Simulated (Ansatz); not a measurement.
# AlClFH₂N: how energies converge with the basis set

Aim: see how fast density functionals converge with the basis set for AlClFH₂N.

Computed with Ansatz 0.2.0, Gaussian basis. Level: one geometry, several basis sets.

Plan: PBE0-D4/def2-SVP; ωB97M-V/def2-SVP; PBE0-D4/def2-QZVPP; ωB97M-V/def2-QZVPP; the functionals' def2-TZVPP values are taken from earlier runs.

**1. The relaxed structure**

An earlier PBE0-D4 in a triple-zeta def2 set relaxation fixed the geometry.

SMILES `[NH2][Al]([F])[Cl]`, 6 atoms, charge 0, spin multiplicity 1.

Atoms are counted from 1 here; the program's logs count them from 0.

Bond lengths: N1–Al2 1.746 Å, N1–H5 1.006 Å, N1–H6 1.006 Å, Al2–F3 1.641 Å, Al2–Cl4 2.079 Å. Angles: Al2–N1–H5 124.6°, Al2–N1–H6 124.3°, H5–N1–H6 111.1°, N1–Al2–F3 119.8°, N1–Al2–Cl4 121.2°, F3–Al2–Cl4 119.0°.

Coordinates:

```mol
AlClFH2N
  3D, bonds by distance, orders not assigned

  6  5  0  0  0  0  0  0  0  0999 V2000
   -0.1123    0.9826   -0.0258 N   0  0
    0.1525   -0.7391    0.0923 Al  0  0
    1.0418   -1.3455    1.3311 F   0  0
   -0.6411   -2.0494   -1.3136 Cl  0  0
    0.2463    1.6615    0.6248 H   0  0
   -0.6451    1.4260   -0.7549 H   0  0
  1  2  8  0
  2  3  8  0
  2  4  8  0
  1  5  8  0
  1  6  8  0
M  END
```

**2. PBE0-D4 in def2-SVP**

Input file in.yaml:

```yaml
crystal:
  periodic: [false, false, false]
  atoms:
    - {symbol: N, position_ang: [-0.112271, 0.982553, -0.025794]}
    - {symbol: Al, position_ang: [0.152507, -0.739085, 0.092268]}
    - {symbol: F, position_ang: [1.041755, -1.345498, 1.331111]}
    - {symbol: Cl, position_ang: [-0.641135, -2.049374, -1.313605]}
    - {symbol: H, position_ang: [0.246294, 1.661487, 0.624758]}
    - {symbol: H, position_ang: [-0.645149, 1.426016, -0.754937]}
basis:
  gaussian: {orbitals: def2-SVP}
hamiltonian: {xc: pbe0, dispersion: d4}
output: {orbitals: {seedname: orbitals}}
```

After this run come: ωB97M-V in def2-SVP; PBE0-D4 in def2-QZVPP; ωB97M-V in def2-QZVPP.

Before running them: what should the planned runs give, taken together? Wanted: PBE0-D4: double and triple zeta above quadruple; ωB97M-V: double and triple zeta above quadruple.

As calculated:

```
                                       quantity           value
PBE0-D4: double and triple zeta above quadruple  12.93, 0.85 eV
ωB97M-V: double and triple zeta above quadruple  12.95, 0.80 eV
```

What this shows: For PBE0-D4 the step from double to triple zeta gains 12.09 eV and the next only 0.85 eV. These are total energies; as a rule much of such shifts cancels in differences, which this series doesn't test. The LUMO of ωB97M-V is positive and keeps falling with the basis (1.28 to 0.60 eV): an unbound level that the basis holds in place.
